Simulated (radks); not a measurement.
# Fractional charge and spin in the 5p shell of lanthanum

An exercise on one series of results from a longer session: the logs are not shown, and one member is left open.

Method: scalar-relativistic Kohn-Sham, r2SCAN, spin-polarised, spherical densities, finite nucleus. Code: radks (a radial shooting solver on a logarithmic mesh, Libxc functionals) version 1.

## The system

| Property | Result |
| --- | --- |
| element | lanthanum (Z = 57) |
| configuration | [Kr] 4d10 5s2 5d(up 0.5, down 0.5) 5p(up 3, down 3) |
| nuclear rms radius | 4.855 fm |

A shell typed twice in an input gives spin up, then spin down.

Set-up of the first run:

Input:

```text
Z 57
configuration [Kr] 4d10 5s2 5d0.5 5d0.5 5p3 5p3
relativity scalar-relativistic
functional r2scan,r2scan
spin polarised
nucleus finite rms 4.855 fm
c 137.035999084
```

Among the steps run: 5p: up 3, down 3.

One table of the session follows, with a row left open; its other results are not shown here.

It belongs to the step «5p: up 3, down 3». Radial moments (bohr):

```
level     <r>  outermost maximum (interpolated)  90 % within  nodes
   3p  0.2828                             0.255        0.424      1
   3d  0.2599                             0.210        0.406      0
   4s  0.6545                             0.608        0.939      3
   4p  0.6931                             0.635         1.01      2
   4d       ?                                 ?            ?      ?
   5s   1.564                              1.41         2.24      4
   5p   1.791                              1.59         2.60      3
   5d   2.562                              2.11         3.89      2
```

**Question.** Estimate the row for 4d.

The run gave: <r>: 0.7677; outermost maximum (interpolated): 0.671; 90 % within: 1.15; nodes: 1. In the column «<r>» it lies between 4p (0.6931) and 5s (1.564).
